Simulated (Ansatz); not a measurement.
# C2H10O2Si: the cost of one run

All numbers below are computed with Ansatz 0.2.0 (UKS PBE-D4/STO-3G).

## (1) The structure to begin with

Bond lengths: Si1–C2 2.176 Å, Si1–H3 1.472 Å, Si1–H4 1.461 Å, Si1–O5 1.618 Å, Si1–O7 2.072 Å, O7–C8 1.394 Å, C2–H9 1.101 Å, C2–H10 1.085 Å, C2–H11 1.084 Å, O5–H12 0.953 Å, C8–H13 1.095 Å, C8–H14 1.096 Å, C8–H15 1.096 Å. Angles (14 of 24 angles, heavy atoms first): C2–Si1–O5 114.6°, C2–Si1–O7 76.0°, O5–Si1–O7 87.9°, Si1–O7–C8 127.8°, Si1–C2–H9 138.7°, Si1–C2–H10 100.2°, Si1–C2–H11 96.3°, C2–Si1–H3 90.9°, C2–Si1–H4 117.7°, H3–Si1–O5 94.5°, H3–Si1–O7 166.5°, H4–Si1–O5 123.5°, H4–Si1–O7 85.2°, Si1–O5–H12 118.5°.

Coordinates:

```xyz
15

Si   -0.6860    0.3136   -1.0314
C     0.0267   -1.6872   -0.5597
H    -1.4743   -0.2069   -2.1607
H    -1.6788    0.9097   -0.1405
O     0.3125    1.1809   -1.9632
H     0.5335   -0.6131    0.1761
O     0.6388    0.6087    0.5336
C     0.3414    0.9647    1.8478
H     0.6341   -2.1888    0.2089
H     0.4673   -1.9640   -1.5117
H    -0.9517   -2.1448   -0.4712
H     1.0466    1.6278   -1.5507
H     1.1116    1.6472    2.2212
H     0.3091    0.0837    2.4994
H    -0.6308    1.4683    1.9018
```

## (2) Run 1

150 steps of 0.5 fs at constant energy, with velocities drawn for 600 K.

input.yaml

```yaml
crystal:
  periodic: [false, false, false]
  atoms:
    - { symbol: Si, position_ang: [-0.686, 0.3136, -1.0314] }
    - { symbol: C, position_ang: [0.0267, -1.6872, -0.5597] }
    - { symbol: H, position_ang: [-1.4743, -0.2069, -2.1607] }
    - { symbol: H, position_ang: [-1.6788, 0.9097, -0.1405] }
    - { symbol: O, position_ang: [0.3125, 1.1809, -1.9632] }
    - { symbol: H, position_ang: [0.5335, -0.6131, 0.1761] }
    - { symbol: O, position_ang: [0.6388, 0.6087, 0.5336] }
    - { symbol: C, position_ang: [0.3414, 0.9647, 1.8478] }
    - { symbol: H, position_ang: [0.6341, -2.1888, 0.2089] }
    - { symbol: H, position_ang: [0.4673, -1.964, -1.5117] }
    - { symbol: H, position_ang: [-0.9517, -2.1448, -0.4712] }
    - { symbol: H, position_ang: [1.0466, 1.6278, -1.5507] }
    - { symbol: H, position_ang: [1.1116, 1.6472, 2.2212] }
    - { symbol: H, position_ang: [0.3091, 0.0837, 2.4994] }
    - { symbol: H, position_ang: [-0.6308, 1.4683, 1.9018] }
magnetization:
  spin_polarized: true
basis:
  gaussian: { orbitals: STO-3G }
hamiltonian:
  xc: pbe
  dispersion: d4
md:
  timestep: 0.5
  n_steps: 150
  ensemble: nve
  temperature: 600.0
  initial_velocities: maxwell_boltzmann
  seed: 949085
```

Command:

```bash
$ ansatz run input.yaml --threads 1 --pin off --max-ram 2048MiB --backend cpu --events-out ev --progress --plain --runs-dir out
```

Q: Estimate wall time and peak memory on 1 thread of an Arm CPU, shared host.

About 9 min, with a peak of 0.12 GiB.
